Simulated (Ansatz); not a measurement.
# C3H9InO2: basis-set convergence

An exercise on one series of results from a longer session: the logs are not shown, and one member is left open.

Method: one geometry, several basis sets; program: Ansatz 0.2.0, Gaussian basis.

Plan: PBE0-D4/def2-SVP; ωB97M-V/def2-SVP; PBE0-D4/def2-QZVPP; ωB97M-V/def2-QZVPP; the functionals' def2-TZVPP values are taken from earlier runs.

**Structure used throughout**

All runs share one geometry, relaxed beforehand with PBE0-D4 in a triple-zeta def2 set. In takes the def2 core potential; no spin-orbit term is included.

SMILES `C[O][In]([CH3])[O]C`, 15 atoms, charge 0, spin multiplicity 1.

Atoms are counted from 1 here; the program's logs count them from 0.

Bond lengths: C1–O2 1.400 Å, C1–H7 1.096 Å, C1–H8 1.099 Å, C1–H9 1.098 Å, O2–In3 1.987 Å, In3–C4 2.122 Å, In3–O5 1.987 Å, C4–H10 1.089 Å, C4–H11 1.089 Å, C4–H12 1.090 Å, O5–C6 1.400 Å, C6–H13 1.098 Å, C6–H14 1.099 Å, C6–H15 1.096 Å. Angles: O2–C1–H7 108.7°, O2–C1–H8 112.6°, O2–C1–H9 113.2°, H7–C1–H8 107.3°, H7–C1–H9 107.3°, H8–C1–H9 107.5°, C1–O2–In3 126.7°, O2–In3–C4 122.2°, O2–In3–O5 115.3°, C4–In3–O5 122.5°, In3–C4–H10 109.4°, In3–C4–H11 109.6°, In3–C4–H12 109.3°, H10–C4–H11 110.0°, H10–C4–H12 108.9°, H11–C4–H12 109.7°, In3–O5–C6 126.6°, O5–C6–H13 113.2° and more.

Geometry (Å):

```xyz
15

C    -2.3039   -0.0902    0.2627
O    -1.2878   -1.0522    0.2361
In    0.6551   -0.7215   -0.0198
C     2.0732   -2.2989   -0.0655
O     1.1713    1.1858   -0.2298
C     0.3140    2.2917   -0.1986
H    -3.2426   -0.5779    0.5509
H    -2.4669    0.3788   -0.7174
H    -2.1182    0.7147    0.9864
H     2.8564   -2.1024    0.6659
H     1.5783   -3.2408    0.1641
H     2.5216   -2.3513   -1.0574
H    -0.5278    2.2064   -0.8988
H    -0.1056    2.4719    0.8008
H     0.8830    3.1858   -0.4797
```

The first run:

Input file in.yaml:

```yaml
crystal:
  periodic: [false, false, false]
  atoms:
    - {symbol: C, position_ang: [-2.303888, -0.090207, 0.262688]}
    - {symbol: O, position_ang: [-1.287762, -1.052204, 0.236145]}
    - {symbol: In, position_ang: [0.655086, -0.721485, -0.019816]}
    - {symbol: C, position_ang: [2.073173, -2.298858, -0.065499]}
    - {symbol: O, position_ang: [1.171315, 1.185829, -0.229841]}
    - {symbol: C, position_ang: [0.313963, 2.291667, -0.198569]}
    - {symbol: H, position_ang: [-3.242638, -0.577940, 0.550911]}
    - {symbol: H, position_ang: [-2.466938, 0.378847, -0.717383]}
    - {symbol: H, position_ang: [-2.118248, 0.714719, 0.986436]}
    - {symbol: H, position_ang: [2.856419, -2.102445, 0.665889]}
    - {symbol: H, position_ang: [1.578271, -3.240814, 0.164128]}
    - {symbol: H, position_ang: [2.521607, -2.351265, -1.057350]}
    - {symbol: H, position_ang: [-0.527783, 2.206435, -0.898846]}
    - {symbol: H, position_ang: [-0.105608, 2.471933, 0.800788]}
    - {symbol: H, position_ang: [0.883022, 3.185787, -0.479680]}
basis:
  gaussian: {orbitals: def2-SVP}
hamiltonian: {xc: pbe0, dispersion: d4}
output: {orbitals: {seedname: orbitals}}
```

Started as:

```console
$ ansatz run in.yaml --threads 2 --pin off --events-out ev --progress --plain --max-ram 32768MiB --backend cpu
```

Among the steps run: PBE0-D4 in def2-SVP; ωB97M-V in def2-SVP; PBE0-D4 in def2-QZVPP; ωB97M-V in def2-QZVPP.

One table of the session follows, with a row left open; its other results are not shown here.

```
functional       basis  HOMO (eV)
   PBE0-D4    def2-SVP      -6.97
   PBE0-D4  def2-TZVPP      -7.15
   PBE0-D4  def2-QZVPP          ?
   ωB97M-V    def2-SVP      -9.32
   ωB97M-V  def2-TZVPP      -9.50
   ωB97M-V  def2-QZVPP      -9.53
```

Estimate the missing values for PBE0-D4, def2-QZVPP.

The run gave: HOMO (eV): -7.18. In the column «HOMO (eV)» it lies between ωB97M-V, def2-SVP (-9.32) and PBE0-D4, def2-TZVPP (-7.15).
